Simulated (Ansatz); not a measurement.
This script drives Ansatz's Python interface.

`run_opt.py`
```python
# -*- coding: utf-8 -*-
"""Relax the C2H5BF2O molecule."""

import itertools

import ansatz as az
from ase import Atoms
from ase.data import atomic_numbers, covalent_radii
import numpy as np

atoms = Atoms(["B", "C", "F", "C", "O", "F", "H", "H", "H", "H", "H"], positions=[
    (-1.2772, -0.6816, -0.7159),
    (0.1864, -0.1424, -0.7854),
    (0.2897, 0.7721, -1.8314),
    (0.7111, 0.5202, 0.5251),
    (0.5752, -0.4278, 1.5582),
    (-0.1616, 1.6208, 0.8202),
    (-2.1719, 0.1395, -0.5371),
    (-1.542, -1.7629, -0.8869),
    (0.8454, -0.9963, -0.9579),
    (1.6895, 0.8599, 0.4326),
    (0.9208, 0.0416, 2.3992),
])
molecule = az.Crystal.molecule_from_ase(atoms)

base = (
    molecule.calculation()
    .basis(gaussian="cc-pVDZ")
    .functional("pbe0", dispersion="d4")
    .accuracy("medium")
)
symbols = [site.symbol for site in molecule.cartesian_sites]
start = np.array([site.position_ang for site in molecule.cartesian_sites], dtype=float)
def progress(event):
    if event["event"] == "relax_step":
        row = event["data"]
        print(f"step {row['step']:3d}  E = {row['lagrangian_ev']:.6f} eV  largest force component {row['allowed_force_max_ev_ang']:.4f} eV/A")


report = base.relax(force_tolerance=0.005).session().plan().execute(on_event=progress).report
end = np.array(report["positions_ang"])

print("reference energy %16.6f eV" % report["reference_energy_ev"])
print("total energy     %16.6f eV" % report["free_energy_ev"])
print("occupied orbitals outside the frozen core (up, down):", report["n_occupied"], " frozen:", report["n_frozen"], " virtual:", report["n_virtual"])

# pairs closer than 1.2 times the sum of covalent radii, before or after
radius = [covalent_radii[atomic_numbers[s]] for s in symbols]
span = lambda where, i, j: np.linalg.norm(where[i] - where[j])
bonded = [(i, j) for i, j in itertools.combinations(range(len(symbols)), 2) if min(span(start, i, j), span(end, i, j)) < 1.2 * (radius[i] + radius[j])]
print("pair        before    after (A)")
for i, j in bonded:
    print(f"{symbols[i]}{i}-{symbols[j]}{j}".ljust(10), f"{span(start, i, j):8.4f} {span(end, i, j):8.4f}")
with open("c2h5bf2o_opt.xyz", "w") as handle:
    handle.write(f"{len(symbols)}\nrelaxed C2H5BF2O\n")
    handle.writelines(f"{s:2s} {x:11.6f} {y:11.6f} {z:11.6f}\n" for s, (x, y, z) in zip(symbols, end))
```

It is started by `python run_opt.py`. How long does it take on 1 thread of Arm Neoverse V1 (shared host), and how much memory does it need?

It took about 110 s, with a peak of 0.28 GiB, for 1 run of the engine.

```console
$ python run_opt.py
step   1  E = -10300.693328 eV  largest force component 4.3892 eV/A
step   2  E = -10301.098302 eV  largest force component 1.2144 eV/A
step   3  E = -10301.149646 eV  largest force component 0.5083 eV/A
step   4  E = -10301.159182 eV  largest force component 0.6327 eV/A
step   5  E = -10301.203082 eV  largest force component 0.3346 eV/A
step   6  E = -10301.235093 eV  largest force component 0.3247 eV/A
step   7  E = -10301.247837 eV  largest force component 0.4508 eV/A
step   8  E = -10301.293974 eV  largest force component 0.2015 eV/A
step   9  E = -10301.298139 eV  largest force component 0.3267 eV/A
step  10  E = -10301.311597 eV  largest force component 0.2132 eV/A
step  11  E = -10301.314191 eV  largest force component 0.2610 eV/A
step  12  E = -10301.316954 eV  largest force component 0.1247 eV/A
step  13  E = -10301.319250 eV  largest force component 0.0353 eV/A
step  14  E = -10301.319653 eV  largest force component 0.0157 eV/A
step  15  E = -10301.319738 eV  largest force component 0.0076 eV/A
step  16  E = -10301.319758 eV  largest force component 0.0049 eV/A
step  17  E = -10301.319727 eV  largest force component 0.0208 eV/A
step  18  E = -10301.319766 eV  largest force component 0.0030 eV/A
reference energy    -10301.163901 eV
total energy        -10301.319789 eV
occupied orbitals outside the frozen core (up, down): [24, 24]  frozen: 0  virtual: [85, 85]
pair        before    after (A)
B0-C1        1.5613   1.5671
B0-H6        1.2275   1.2032
B0-H7        1.1263   1.2029
C1-F2        1.3932   1.3919
C1-C3        1.5594   1.5173
C1-H8        1.0923   1.1075
C3-O4        1.4087   1.3699
C3-F5        1.4353   1.3993
C3-H9        1.0398   1.1057
O4-H10       1.0233   0.9661
```

File `c2h5bf2o_opt.xyz` afterwards:
```text
11
relaxed C2H5BF2O
B    -1.330661   -0.502521   -0.719492
C     0.180607   -0.093789   -0.788831
F     0.451416    0.861661   -1.764063
C     0.636724    0.454931    0.550181
O     0.854440   -0.593036    1.405211
F    -0.379189    1.272147    1.058243
H    -2.121162   -0.045824   -1.503148
H    -1.668348   -1.310200    0.105450
H     0.798385   -0.988070   -1.001225
H     1.511528    1.118785    0.421432
H     1.131659   -0.230985    2.256943
```

Notes:
- These settings explore the input space; basis and method may be short of convergence.
- The end point is the stationary point reached from this start; no frequency run checks that it is a minimum, and the basis set is modest.
- Total less reference energy is the dispersion correction.
